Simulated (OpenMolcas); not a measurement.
# C2H3In (SMILES C#[C][InH2]), step by step

Aim: a single-point energy (HF/ANO-RCC-MB), then the energy (CASSCF(2,2)/ANO-RCC-VDZP), then the energy along one coordinate (CASPT2(2,2)/ANO-RCC-VDZP), then the energy along one coordinate (SC-NEVPT2(2,2)/ANO-RCC-VDZP), then the energy along one coordinate (MC-PDFT[tPBE](2,2)/ANO-RCC-VDZP) of C2H3In. 

The calculation is run with OpenMolcas 26.06.

## (1) The molecule

The species is C2H3In (6 atoms), meant as a singlet with charge 0. As SMILES, `C#[C][InH2]`. The coordinates come from a PBE0-D4/def2-TZVP relaxation.

Bond lengths: C1–C2 1.210 Å, C2–In3 2.097 Å, C1–H4 1.067 Å, In3–H5 1.713 Å, In3–H6 1.713 Å. Angles: C1–C2–In3 180.0°, C2–C1–H4 180.0°, C2–In3–H5 117.0°, C2–In3–H6 117.0°, H5–In3–H6 126.0°.

## (2) The energy at HF/ANO-RCC-MB (DKH2) (run 1)

File coord.xyz:

```xyz
6

C     -0.186600    -1.928000     0.015100
C     -0.070400    -0.723400     0.005900
In     0.131900     1.363900    -0.010600
H     -0.289000    -2.989600     0.023300
H      0.673500     2.081500    -1.468800
H     -0.259400     2.195500     1.435000
```

File step1.input:

```
&GATEWAY
Coord=coord.xyz
Basis=ANO-RCC-MB
Group=NoSym
&SEWARD
&SCF
PrOrbitals=0
&LOCALISATION
Occupied
Freeze
Pipek-Mezey
&LOCALISATION
FileOrb=$Project.LocOrb
Virtual
Pipek-Mezey
```

Started as:

```
$ export MOLCAS_MEM=1860
$ pymolcas step1.input > step1.log
```

Output:

```text
--- Start Module: gateway ---
[...]
--- Stop Module: gateway /rc=_RC_ALL_IS_WELL_ ---
[...]
      Basis functions           40
[...]
       Convergence after  10 Iterations
[...]
::    Total SCF energy                              -5954.3864586688
[...]
      Total spin, S                                     0.0000000000
[...]
      Total electronic charge=   64.000000
      Total            charge=   -0.000000
[...]
      Dipole Moment (debye):
      Origin of the operator (angstrom)=    0.0859    0.8892   -0.0069
                   X=  8.0049E-02               Y=  8.2359E-01               Z= -6.1517E-03           Total=  8.2750E-01
      Quadrupole Moment (debye*angstrom):
[...]
--- Start Module: localisation ---
[...]
--- Stop Module: localisation /rc=_RC_ALL_IS_WELL_ ---
--- Start Module: localisation ---
[...]
--- Stop Module: localisation /rc=_RC_ALL_IS_WELL_ ---
[...]
```

Run time: 4.2 s. Hardware: 1 thread of Intel Xeon 6975P-C (Granite Rapids), shared host; peak memory 0.41 GiB.

## (3) The energy at CASSCF(2,2)/ANO-RCC-VDZP (DKH2, RICD fitting) (run 2)

coord.xyz is that of step 2.

File step2.input:

```
* C2H3In CASSCF
>>> EXPORT MOLCAS_PRINT=2

&GATEWAY
 Coord=coord.xyz
 Basis=ANO-RCC-MB
 Group=NoSym

&SEWARD

&RASSCF
 FileOrb=$CurrDir/step1.LocOrb
 Alter=2
 1 27 32
 1 33 39
 Spin=1
 Nactel=2 0 0
 Inactive=31
 Ras2=2
 OrbListing=Nothing
>>> COPY $Project.RunFile RUNFIL1
>>> COPY $Project.RasOrb INPORB

&GATEWAY
 Coord=coord.xyz
 Basis=ANO-RCC-VDZP
 Group=NoSym
 RICD

&SEWARD
>>> COPY $Project.RunFile RUNFIL2

&EXPBAS

&RASSCF
 FileOrb=$Project.ExpOrb
 Spin=1
 Nactel=2 0 0
 Inactive=31
 Ras2=2
 OrbListing=Nothing
 OrbAppear=Compact
```

Started as:

```
$ export MOLCAS_MEM=1860
$ pymolcas step2.input > step2.log
```

Output:

```text
--- Start Module: gateway ---
[...]
--- Stop Module: gateway /rc=_RC_ALL_IS_WELL_ ---
[...]
      Basis functions           40
[...]
      Number of active orbitals                  2
[...]
      Spin quantum number                      0.0
[...]
      Active orbitals                            2
[...]
      Number of CSFs                             3
[...]
      Number of root(s) required                 1
[...]
      Convergence after  7 iterations
[...]
      printout of CI-coefficients larger than  0.05 for root  1
      energy=   -5954.399192
      conf/sym  11     Coeff  Weight
             1  20   0.99633 0.99268
             3  02  -0.08555 0.00732
      Natural orbitals and occupation numbers for root  1
      sym 1:   1.985363   0.014637
      ************************************************************************************************************************
      *                                                    Final results                                                     *
[...]
::    RASSCF root number  1 Total energy:  -5954.39919188
[...]
      Basis functions           86
[...]
--- Start Module: expbas ---
[...]
--- Stop Module: expbas /rc=_RC_ALL_IS_WELL_ ---
--- Start Module: rasscf ---
[...]
      Convergence after 12 iterations
[...]
      Natural orbitals and occupation numbers for root  1
      sym 1:   1.985047   0.014953
      ************************************************************************************************************************
      *                                                    Final results                                                     *
[...]
::    RASSCF root number  1 Total energy:  -5954.52914853
[...]
      Total electronic charge=   64.000000
      Total            charge=   -0.000000
[...]
      Dipole Moment (debye):
      Origin of the operator (angstrom)=    0.0859    0.8892   -0.0069
                   X=  2.9055E-02               Y=  2.9608E-01               Z= -1.9516E-03           Total=  2.9751E-01
      Quadrupole Moment (debye*angstrom):
[...]
--- Stop Module: rasscf /rc=_RC_ALL_IS_WELL_ ---
[...]
```

Wall time 14 s (1 thread of Intel Xeon 6975P-C (Granite Rapids), shared host); peak memory 0.41 GiB.

## (4) The energy along one coordinate at CASPT2(2,2)/ANO-RCC-VDZP (DKH2, RICD fitting, ipea shift 0.25 Eh, pt2 variant SS) (run 3)

File step3.input:

```
>>> EXPORT MOLCAS_PRINT=2
>>> COPY $CurrDir/step2.RasOrb $Project.RasOrb
>>> ForEach K in (1, 2, 3, 4, 5, 6, 7, 8, 9)

&GATEWAY
  COORD=$CurrDir/point$K.xyz
  BASIS=ANO-RCC-VDZP
  GROUP=NoSym
  RICD

&SEWARD

&RASSCF
  FILEORB=$Project.RasOrb
  SPIN=1
  NACTEL=2 0 0
  INACTIVE=31
  RAS2=2
  ORBLISTING=Nothing
  ORBAPPEAR=Compact

&CASPT2
  IMAGINARY=0.2
  FROZEN=20
>>> EndDo
```

Started as:

```
$ export MOLCAS_MEM=1860
$ pymolcas step3.input > step3.log
```

Output:

```text
[...]
      Basis functions           86
[...]
      Number of active orbitals                  2
[...]
      Spin quantum number                      0.0
[...]
      Active orbitals                            2
[...]
      Number of CSFs                             3
[...]
      Number of root(s) required                 1
[...]
      Convergence after 12 iterations
[...]
      Natural orbitals and occupation numbers for root  1
      sym 1:   1.989748   0.010252
      ************************************************************************************************************************
      *                                                    Final results                                                     *
[...]
::    RASSCF root number  1 Total energy:  -5954.51757922
[...]
::    CASPT2 Root  1     Total energy:  -5955.17313380
[...]
      Convergence after 11 iterations
[...]
      Natural orbitals and occupation numbers for root  1
      sym 1:   1.985025   0.014975
      ************************************************************************************************************************
      *                                                    Final results                                                     *
[...]
      Convergence after 10 iterations
[...]
      Natural orbitals and occupation numbers for root  1
      sym 1:   1.860555   0.139445
      ************************************************************************************************************************
      *                                                    Final results                                                     *
[...]
      Convergence after 10 iterations
[...]
      Natural orbitals and occupation numbers for root  1
      sym 1:   1.714346   0.285654
      ************************************************************************************************************************
      *                                                    Final results                                                     *
[...]
      Convergence after  9 iterations
[...]
      Natural orbitals and occupation numbers for root  1
      sym 1:   1.461336   0.538664
      ************************************************************************************************************************
      *                                                    Final results                                                     *
[...]
::    RASSCF root number  1 Total energy:  -5954.34143087
[...]
::    CASPT2 Root  1     Total energy:  -5954.98870684
[...]
      Convergence after 10 iterations
[...]
::    RASSCF root number  1 Total energy:  -5954.33097442
[...]
::    CASPT2 Root  1     Total energy:  -5954.97601514
[...]
```

Wall time 98 s (1 thread of Intel Xeon 6975P-C (Granite Rapids), shared host); peak memory 0.37 GiB.

The scan, from its lowest point:

```
H4–C1 (Å)  energy (kJ/mol)
    0.960             29.0
    1.067              0.0
    1.173             16.4
    1.333             82.1
    1.547            194.1
    1.813            323.0
    2.133            435.2
    2.560            513.2
    3.200            546.5
```

## (5) An energy scan at SC-NEVPT2(2,2)/ANO-RCC-VDZP (DKH2, RICD fitting, pt2 variant SC-NEVPT2) (run 4)

File step4.inp:

```
>>> COPY $CurrDir/step2.RasOrb $Project.RasOrb
>>> ForEach K in (1, 2, 3, 4, 5, 6, 7, 8, 9)

&GATEWAY
  COORD=$CurrDir/point$K.xyz
  BASIS=ANO-RCC-VDZP
  GROUP=NoSym
  RICD

&SEWARD

&RASSCF
  FILEORB=$Project.RasOrb
  SPIN=1
  NACTEL=2 0 0
  INACTIVE=31
  RAS2=2
  ORBLISTING=Nothing
  ORBAPPEAR=Compact

&CASPT2
  SC-NEVPT2
  FROZEN=20
>>> EndDo
```

Started as:

```
$ export MOLCAS_MEM=1860
$ pymolcas step4.inp > step4.log
```

Output:

```text
[...]
      Basis functions           86
[...]
      Number of active orbitals                  2
[...]
      Spin quantum number                      0.0
[...]
      Active orbitals                            2
[...]
      Number of CSFs                             3
[...]
      Number of root(s) required                 1
[...]
      Convergence after 12 iterations
[...]
      printout of CI-coefficients larger than  0.05 for root  1
      energy=   -5954.517579
      conf/sym  11     Coeff  Weight
             1  20   0.99743 0.99487
             3  02  -0.07160 0.00513
      Natural orbitals and occupation numbers for root  1
      sym 1:   1.989748   0.010252
      ************************************************************************************************************************
      *                                                    Final results                                                     *
[...]
::    RASSCF root number  1 Total energy:  -5954.51757922
[...]
      E2 (Variational):          -0.6518233792
[...]
::    SC-NEVPT2 Root  1     Total energy:  -5955.16936271
[...]
      Convergence after 11 iterations
[...]
      Natural orbitals and occupation numbers for root  1
      sym 1:   1.985025   0.014975
      ************************************************************************************************************************
      *                                                    Final results                                                     *
[...]
      Convergence after 10 iterations
[...]
      Natural orbitals and occupation numbers for root  1
      sym 1:   1.860555   0.139445
      ************************************************************************************************************************
      *                                                    Final results                                                     *
[...]
      Convergence after 10 iterations
[...]
      Natural orbitals and occupation numbers for root  1
      sym 1:   1.714346   0.285654
      ************************************************************************************************************************
      *                                                    Final results                                                     *
[...]
      Convergence after  9 iterations
[...]
::    RASSCF root number  1 Total energy:  -5954.34143087
[...]
::    SC-NEVPT2 Root  1     Total energy:  -5954.98492132
[...]
      Convergence after 10 iterations
[...]
::    RASSCF root number  1 Total energy:  -5954.33097442
[...]
      E2 (Variational):          -0.6414887174
[...]
      Reference weight:           0.83050
[...]
::    SC-NEVPT2 Root  1     Total energy:  -5954.97246314
[...]
```

It took 94 s on 1 thread of Intel Xeon 6975P-C (Granite Rapids), shared host; peak memory 0.37 GiB.

The scan, from its lowest point:

```
H4–C1 (Å)  energy (kJ/mol)
    0.960             30.6
    1.067              0.0
    1.173             15.0
    1.333             79.2
    1.547            190.3
    1.813            320.1
    2.133            435.0
    2.560            514.8
    3.200            547.5
```

## (6) An energy scan at MC-PDFT[tPBE](2,2)/ANO-RCC-VDZP (DKH2, RICD fitting) (run 5)

File step5.inp:

```
>>> EXPORT MOLCAS_PRINT=2
>>> COPY $CurrDir/step2.RasOrb $Project.RasOrb
>>> ForEach K in (1, 2, 3, 4, 5, 6, 7, 8, 9)

&GATEWAY
 Coord
 $CurrDir/point$K.xyz
 Basis
 ANO-RCC-VDZP
 Group
 NoSym
 RICD

&SEWARD

&RASSCF
 FileOrb
 $Project.RasOrb
 Spin
 1
 Nactel
 2 0 0
 Inactive
 31
 Ras2
 2
 OrbListing
 Nothing
 OrbAppear
 Compact

&MCPDFT
 KSDFT
 T:PBE
>>> EndDo
```

Started as:

```
$ export MOLCAS_MEM=1860
$ pymolcas step5.inp > step5.log
```

Output:

```text
--- Start Module: gateway ---
[...]
      Basis functions           86
[...]
      Number of active orbitals                  2
[...]
      Spin quantum number                      0.0
[...]
      Active orbitals                            2
[...]
      Number of CSFs                             3
[...]
      Number of root(s) required                 1
[...]
      Convergence after 12 iterations
[...]
      printout of CI-coefficients larger than  0.05 for root  1
      energy=   -5954.517579
      conf/sym  11     Coeff  Weight
             1  20   0.99743 0.99487
             3  02  -0.07160 0.00513
      Natural orbitals and occupation numbers for root  1
      sym 1:   1.989748   0.010252
      ************************************************************************************************************************
      *                                                    Final results                                                     *
[...]
::    RASSCF root number  1 Total energy:  -5954.51757922
[...]
::    MCPDFT root number  1 Total energy:  -5957.19525609
[...]
      Convergence after 11 iterations
[...]
      Natural orbitals and occupation numbers for root  1
      sym 1:   1.985025   0.014975
      ************************************************************************************************************************
      *                                                    Final results                                                     *
[...]
      Convergence after 10 iterations
[...]
      Natural orbitals and occupation numbers for root  1
      sym 1:   1.860555   0.139445
      ************************************************************************************************************************
      *                                                    Final results                                                     *
[...]
      Convergence after 10 iterations
[...]
      Natural orbitals and occupation numbers for root  1
      sym 1:   1.714346   0.285654
      ************************************************************************************************************************
      *                                                    Final results                                                     *
[...]
      Convergence after  9 iterations
[...]
::    RASSCF root number  1 Total energy:  -5954.34143087
[...]
::    MCPDFT root number  1 Total energy:  -5957.00025442
[...]
      Convergence after 10 iterations
[...]
::    RASSCF root number  1 Total energy:  -5954.33097442
[...]
      Total electronic charge=   64.000000
      Total            charge=   -0.000000
[...]
::    MCPDFT root number  1 Total energy:  -5956.98554035
[...]
```

Wall time 96 s (1 thread of Intel Xeon 6975P-C (Granite Rapids), shared host); peak memory 0.38 GiB.

The scan, from its lowest point:

```
H4–C1 (Å)  energy (kJ/mol)
    0.960             29.7
    1.067              0.0
    1.173             15.5
    1.333             80.2
    1.547            192.7
    1.813            326.6
    2.133            450.1
    2.560            541.7
    3.200            580.3
```

## (7) Results

| quantity | value |
| --- | --- |
| run 1, HF/ANO-RCC-MB: total energy | -5954.38646 Eh |
| run 1, HF/ANO-RCC-MB: dipole moment | 0.83 D |
| run 1, HF/ANO-RCC-MB: HOMO energy | -11.23 eV |
| run 1, HF/ANO-RCC-MB: LUMO energy | 0.11 eV |
| run 1, HF/ANO-RCC-MB: HOMO–LUMO gap | 11.34 eV |
| run 2, CASSCF(2,2)/ANO-RCC-VDZP: total energy | -5954.52915 Eh |
| run 2, CASSCF(2,2)/ANO-RCC-VDZP: dipole moment (CASSCF density) | 0.30 D |
| run 3, CASPT2(2,2)/ANO-RCC-VDZP: lowest energy of the scan | -5955.18418 Eh |
| run 4, SC-NEVPT2(2,2)/ANO-RCC-VDZP: lowest energy of the scan | -5955.18100 Eh |
| run 5, MC-PDFT[tPBE](2,2)/ANO-RCC-VDZP: lowest energy of the scan | -5957.20657 Eh |

Mulliken charges (run 2, CASSCF(2,2)/ANO-RCC-VDZP) run from -0.38 on C2 to +1.04 on In3.
